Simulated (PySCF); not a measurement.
# RuS(OH)₂: structure of the quintet

Aim: relax RuS(OH)₂ as a quintet from a PBE minimum start, check by its vibrations whether the end is a minimum, and collect its spectrum and constants.

Program: PySCF 2.14.0. Level of theory: PBE, basis Ru def2-SVP with ECP28, S def2-SVP, O def2-SVP, H def2-SVP, scalar-relativistic core potentials, no spin–orbit coupling, density fitting. These are calculated values, not measurements.

**1. Where the work starts**

6 atoms, charge 0, spin multiplicity 5.

Bond lengths: Ru1–S2 2.128 Å, Ru1–O3 1.913 Å, Ru1–O4 1.913 Å, O3–H5 0.978 Å, O4–H6 0.978 Å. Angles: S2–Ru1–O3 103.2°, S2–Ru1–O4 103.2°, O3–Ru1–O4 153.6°, Ru1–O3–H5 120.7°, Ru1–O4–H6 120.7°.

```xyz
6
charge 0 multiplicity 5
Ru    0.0000    0.0000   -0.3252
S     0.0000    0.0000    1.8029
O     1.8291   -0.3505   -0.7615
O    -1.8291    0.3505   -0.7615
H     2.4944   -0.4780   -0.0564
H    -2.4944    0.4780   -0.0564
```

**2. Finding the electronic state**

One driver script runs all steps and calls PySCF; scf.py shows how it sets up the SCF of each step. The optimiser is the driver's own. After this first run the driver tries any further starts and a stability analysis.

Input file scf.py:

```python
from pyscf import gto, scf, dft
mol = gto.M(atom='''
Ru    -0.000000     0.000000    -0.325250
S     -0.000000     0.000000     1.802850
O      1.829058    -0.350462    -0.761481
O     -1.829058     0.350462    -0.761481
H      2.494432    -0.477954    -0.056401
H     -2.494432     0.477954    -0.056401''',
    basis={'Ru': 'def2-SVP', 'S': 'def2-SVP', 'O': 'def2-SVP', 'H': 'def2-SVP'},
    ecp={'Ru': 'def2-SVP'},
    charge=0, spin=4)
mf = dft.UKS(mol, xc='PBE')
mf.grids.atom_grid = (50, 194)
aux = {'Ru': 'def2-universal-JKFIT', 'S': 'def2-universal-JKFIT', 'O': 'def2-universal-JKFIT', 'H': 'def2-universal-JKFIT'}
mf = mf.density_fit(auxbasis=aux)
mf.conv_tol = 1e-08
mf.diis_space = 10
mf.max_cycle = 60
mf.init_guess = 'minao'
mf.verbose = 4
mf.kernel()
```

Run with:

```
> OMP_NUM_THREADS=2 python axn.py task.json out
```

Log:

```text
init E= -635.140848514503
[... the frontier-level lines of each cycle are left out ...]
cycle= 1 E= -643.430041099228  delta_E= -8.29  |g|= 1.22  |ddm|= 2.51
cycle= 2 E= -634.27355264508  delta_E= 9.16  |g|= 3.68  |ddm|= 7.93
cycle= 3 E= -644.092497394322  delta_E= -9.82  |g|= 0.507  |ddm|= 7.68
cycle= 4 E= -643.599432313018  delta_E= 0.493  |g|=  1.1  |ddm|= 1.15
cycle= 5 E= -644.179636923503  delta_E= -0.58  |g|= 0.21  |ddm|= 0.955
cycle= 6 E= -644.202290185544  delta_E= -0.0227  |g|= 0.111  |ddm|= 0.364
cycle= 7 E= -644.208851797187  delta_E= -0.00656  |g|= 0.0318  |ddm|= 0.084
cycle= 8 E= -644.20940134007  delta_E= -0.00055  |g|= 0.0123  |ddm|= 0.0271
cycle= 9 E= -644.209466055886  delta_E= -6.47e-05  |g|= 0.00441  |ddm|= 0.00688
cycle= 10 E= -644.209476032931  delta_E= -9.98e-06  |g|= 0.000886  |ddm|= 0.00325
cycle= 11 E= -644.209476463903  delta_E= -4.31e-07  |g|= 6.89e-05  |ddm|= 0.000836
cycle= 12 E= -644.209476465666  delta_E= -1.76e-09  |g|= 3.78e-05  |ddm|= 7.11e-05
Extra cycle  E= -644.209476436612  delta_E= 2.91e-08  |g|= 0.000241  |ddm|= 0.000226
converged SCF energy = -644.209476436612  <S^2> = 6.0080157  2S+1 = 5.0032052
```

This step, with its further starts and checks, needed 48 s of wall time on 2 threads of Arm Neoverse N1, shared host.

Energies from each starting density:

```csv
start,energy (Eh)
the minimal-basis guess,-644.209476
a thermally smeared density,-644.209476
a smeared PBE density,-644.209476
```

The test of internal stability and the other starts found no lower solution of this spin.

**3. Relaxing the quintet from the PBE minimum start**

The program finds C2v symmetry in the start, which this walk keeps.

scf.py: that of step 2 with these lines changed.

```diff
@@ -3,6 +3,6 @@
-Ru    -0.000000     0.000000    -0.325250
-S     -0.000000     0.000000     1.802850
-O      1.829058    -0.350462    -0.761481
-O     -1.829058     0.350462    -0.761481
-H      2.494432    -0.477954    -0.056401
-H     -2.494432     0.477954    -0.056401''',
+Ru    -0.000000    -0.000000    -0.325388
+S      0.000000     0.000000     1.802712
+O      1.829058    -0.350462    -0.761619
+O     -1.829058     0.350462    -0.761619
+H      2.494432    -0.477954    -0.056539
+H     -2.494432     0.477954    -0.056539''',
@@ -19 +18,0 @@
-mf.init_guess = 'minao'
```

Energy and gradient, step by step:

| step | energy (Eh) | change (kJ/mol) | largest symmetric gradient (Eh/bohr) |
| --- | --- | --- | --- |
| 0 | -644.209476 | 0.00 | 0.00012 |

The walk took 4.4 s.

End point (C2v, 0 steps, 0.0 kJ/mol gained): O–H 0.978 Å (×2), Ru–O 1.913 Å (×2), Ru–S 2.128 Å; H–O–Ru 120.7° (×2), O–Ru–O 153.6°, O–Ru–S 103.2° (×2).

**4. Vibrations and properties at this point**

The point is checked on the finer grid, and tightened if its gradient asks for it. The Hessian and the dipole derivatives come from central differences of analytic gradients, with steps of 0.02 bohr.

scf.py: that of step 3 with these lines changed.

```diff
@@ -4 +4 @@
-S      0.000000     0.000000     1.802712
+S     -0.000000     0.000000     1.802712
@@ -13 +13 @@
-mf.grids.atom_grid = (50, 194)
+mf.grids.atom_grid = (75, 302)
@@ -16 +16 @@
-mf.conv_tol = 1e-08
+mf.conv_tol = 1e-10
```

The driver hands on the density of the step before, so the log starts near convergence.

SCF at the final geometry:

```text
init E= -644.209535013548
[... the frontier-level lines of each cycle are left out ...]
cycle= 1 E= -644.209535013285  delta_E= 2.63e-10  |g|= 2.24e-05  |ddm|= 2.4e-05
cycle= 2 E= -644.209535002609  delta_E= 1.07e-08  |g|= 0.000143  |ddm|= 0.000145
cycle= 3 E= -644.20953501347  delta_E= -1.09e-08  |g|= 1.4e-05  |ddm|= 0.000125
cycle= 4 E= -644.209535013561  delta_E= -9.04e-11  |g|= 1.35e-06  |ddm|= 1.08e-05
Extra cycle  E= -644.209535013546  delta_E= 1.47e-11  |g|= 5.62e-06  |ddm|= 6.49e-06
converged SCF energy = -644.209535013546  <S^2> = 6.0080163  2S+1 = 5.0032055
```

The whole step took 2.7 min.

Geometry: C2v; O–H 0.978 Å (×2), Ru–O 1.913 Å (×2), Ru–S 2.128 Å; H–O–Ru 120.7° (×2), O–Ru–O 153.6°, O–Ru–S 103.2° (×2).

Modes, for the most abundant isotopes:

```csv
symmetry,ω (cm⁻¹),IR (km/mol),μ (u)
b1,101,2.8,8.74
b2,132,6.5,7.62
a1,196,2.2,5.45
a2,347,0.0,1.12
b1,371,200,1.10
a1,492,2.7,31.73
a1,613,32.7,12.75
b2,631,322,3.93
b2,686,19.6,1.43
a1,718,31.3,1.13
b2,3678,151,1.07
a1,3684,9.6,1.07
```

All wavenumbers are real: a minimum.

Properties at this point:

| Item | Value |
| --- | --- |
| Dipole moment | 0.35 D |
| Highest occupied level | -5.28 eV |
| Lowest empty level | -5.01 eV |
| Rotational constants | 0.136, 0.1265, 0.06554 cm⁻¹ |
| Zero-point energy | 69.7 kJ/mol |
| Principal polarisabilities | 36.2, 69.5, 70.0 bohr³ |
| Atomisation energy without zero-point energy | 2072 kJ/mol |
| Principal traceless quadrupole moments about the centre of mass | -5.36, -0.30, 5.66 D Å |
| Entropy at 298.15 K and 1 bar (electronic part: spin only) | 346.2 J/(mol K) |
| Heat capacity Cp at 298.15 K | 90.7 J/(mol K) |
| Enthalpy at 298.15 K above 0 K | 18.92 kJ/mol |
| Rotational symmetry number | 2 |
| Spin squared ⟨S²⟩ | 6.008 |

Populations by atom (charges in e):

| atom | Mulliken | Löwdin | polar tensor | spin (Mulliken) | Mayer order to Ru1 |
| --- | --- | --- | --- | --- | --- |
| Ru1 | 0.40 | -0.26 | 0.99 | 2.61 | – |
| S2 | -0.07 | 0.26 | -0.25 | 0.93 | 2.08 |
| O3,4 | -0.37 | -0.10 | -0.65 | 0.20 | 1.12 |
| H5,6 | 0.21 | 0.10 | 0.28 | 0.02 | 0.03 |

Outer orbital energies (eV). α occupied: -8.75, -8.22, -7.86, -7.28, -7.10, -5.68, -5.48, -5.28; empty: -3.19, -0.67, -0.08, 0.60. β occupied: -11.84, -9.06, -8.29, -8.20, -7.75, -7.42, -7.16, -6.58; empty: -5.01, -4.25, -3.88, -3.85.

Mulliken populations on Ru1 (outside its core potential): s 2.45, p 6.56, d 6.58, f 0.02.

**5. Summary of results**

```
                                          quantity                                                                                                                     value
                                           minimum                                                                                                              quintet, C2v
                                          geometry                  O–H 0.978 Å (×2), Ru–O 1.913 Å (×2), Ru–S 2.128 Å; H–O–Ru 120.7° (×2), O–Ru–O 153.6°, O–Ru–S 103.2° (×2)
                                wavenumbers (cm⁻¹)  101 (b1), 132 (b2), 196 (a1), 347 (a2), 371 (b1), 492 (a1), 613 (a1), 631 (b2), 686 (b2), 718 (a1), 3678 (b2), 3684 (a1)
                                     dipole moment                                                                                                                    0.35 D
highest occupied, lowest empty level (either spin)                                                                                                           -5.28, -5.01 eV
                        polar-tensor charge of Ru1                                                                                                                   +0.99 e
                                 zero-point energy                                                                                                               69.7 kJ/mol
                               entropy at 298.15 K                                                                                                           346.2 J/(mol K)
         atomisation energy (no zero-point energy)                                                                                                               2072 kJ/mol
                                              ⟨S²⟩                                                                                                                     6.008
```

**Reading.** The PBE minimum start keeps its C2v symmetry and ends in a minimum. The strongest infrared band lies at 631 cm⁻¹ (b2). Most of the spin sits on Ru1 (Mulliken spin 2.61, against 4 for the whole molecule). Other starts or spin states, not run here, may lie lower. Open d and f shells are described by one determinant, and the ground state may have another occupation or spin.

The search up to here took 3.6 min.
